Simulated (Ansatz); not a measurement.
# C3H6FNSi: a ladder of functionals and wavefunction methods

The task here is to estimate one member of a computed series from the others.

Method: functionals in def2-TZVPP, the program's frozen cores in correlated methods; program: Ansatz 0.2.0, Gaussian basis.

The runs, in order: PBE-D4, r2SCAN-D4, PBE0-D4, B3LYP-D4, ωB97X-V, ωB97M-V, B2PLYP; CCSD(T)/def2-TZVPP; MP2/def2-QZVPP; extrapolation to the limit.

## The geometry

All runs share one geometry, relaxed beforehand with PBE0-D4 in a triple-zeta def2 set.

SMILES `NC1(F)C=C[SiH2]1`, 12 atoms, charge 0, spin multiplicity 1.

Atoms are counted from 1 here; the program's logs count them from 0.

Bond lengths: N1–C2 1.404 Å, N1–H7 1.014 Å, N1–H8 1.010 Å, C2–F3 1.417 Å, C2–C4 1.513 Å, C2–Si6 1.926 Å, C4–C5 1.340 Å, C4–H9 1.091 Å, C5–Si6 1.855 Å, C5–H10 1.082 Å, Si6–H11 1.486 Å, Si6–H12 1.489 Å. Angles: C2–N1–H7 112.5°, C2–N1–H8 112.7°, H7–N1–H8 109.4°, N1–C2–F3 111.7°, N1–C2–C4 114.2°, N1–C2–Si6 119.7°, F3–C2–C4 109.2°, F3–C2–Si6 114.4°, C4–C2–Si6 84.5°, C2–C4–C5 107.9°, C2–C4–H9 123.6°, C5–C4–H9 128.5°, C4–C5–Si6 92.3°, C4–C5–H10 126.4°, Si6–C5–H10 141.3°, C2–Si6–C5 75.2°, C2–Si6–H11 115.7°, C2–Si6–H12 118.0° and more.

Coordinates:

```xyz
12

N     0.49123   -1.39310    0.98874
C     0.48278   -0.47365   -0.07254
F     1.48072   -0.77263   -1.03368
C     0.62104    0.97001    0.35685
C    -0.48519    1.62186   -0.02764
Si   -1.19541    0.10281   -0.82129
H     1.37903   -1.41242    1.47757
H     0.24918   -2.32923    0.69578
H     1.49053    1.36140    0.88705
H    -0.71170    2.66448    0.15277
H    -1.27821    0.08582   -2.30530
H    -2.44700   -0.48055   -0.26420
```

Set-up of the first run:

Contents of in.yaml:

```yaml
crystal:
  periodic: [false, false, false]
  atoms:
    - {symbol: N, position_ang: [0.491226, -1.393099, 0.988740]}
    - {symbol: C, position_ang: [0.482781, -0.473655, -0.072541]}
    - {symbol: F, position_ang: [1.480723, -0.772630, -1.033683]}
    - {symbol: C, position_ang: [0.621041, 0.970012, 0.356845]}
    - {symbol: C, position_ang: [-0.485194, 1.621862, -0.027642]}
    - {symbol: Si, position_ang: [-1.195408, 0.102808, -0.821292]}
    - {symbol: H, position_ang: [1.379026, -1.412420, 1.477566]}
    - {symbol: H, position_ang: [0.249180, -2.329227, 0.695780]}
    - {symbol: H, position_ang: [1.490529, 1.361400, 0.887048]}
    - {symbol: H, position_ang: [-0.711696, 2.664477, 0.152775]}
    - {symbol: H, position_ang: [-1.278207, 0.085818, -2.305296]}
    - {symbol: H, position_ang: [-2.446998, -0.480548, -0.264197]}
basis:
  gaussian: {orbitals: def2-TZVPP}
hamiltonian: {xc: pbe, dispersion: d4}
output: {forces: true, orbitals: {seedname: orbitals}}
```

Run with:

```console
ansatz run in.yaml --threads 4 --pin off --events-out ev --progress --plain --max-ram 10444MiB
```

Steps of the session up to this table: PBE-D4 (GGA); r2SCAN-D4 (meta-GGA); PBE0-D4 (hybrid); B3LYP-D4 (hybrid); ωB97X-V (range-separated); ωB97M-V (range-separated); B2PLYP (double hybrid); CCSD(T) in def2-TZVPP; MP2 in def2-QZVPP.

One table of the session follows, with a row left open; its other results are not shown here.

| method | atomisation energy (eV) |
| --- | --- |
| PBE-D4 | 49.650 |
| r2SCAN-D4 | 48.253 |
| PBE0-D4 | 48.524 |
| B3LYP-D4 | 48.179 |
| ωB97X-V | ? |
| ωB97M-V | 48.410 |
| B2PLYP | 47.623 |
| HF/def2-TZVPP | 33.895 |
| MP2/def2-TZVPP | 47.721 |
| CCSD/def2-TZVPP | 45.832 |
| CCSD(T)/def2-TZVPP | 46.707 |
| MP2/CBS | 49.124 |
| CCSD(T)/CBS | 48.109 |

Q: Estimate the row for ωB97X-V from the others.

The run gave: atomisation energy (eV): 48.426. In the column «atomisation energy (eV)» it lies between ωB97M-V (48.410) and PBE0-D4 (48.524).

Among the levels timed on like hardware and quicker than the yardstick, those that no quicker one beats, quickest first: PBE-D4 (3.3 s, +1.541 eV); PBE0-D4 (4 s, +0.415 eV); r2SCAN-D4 (6.5 s, +0.144 eV); B3LYP-D4 (7 s, +0.070 eV).

B2PLYP carry no dispersion term (for B3LYP, D4 adds 0.456 eV).

Limits of these values: Free atoms (1 N, 3 C, 1 F, 1 Si, 6 H) were run apart at each level; the atomisation energy is their sum less the molecule, without zero-point or spin-orbit terms.
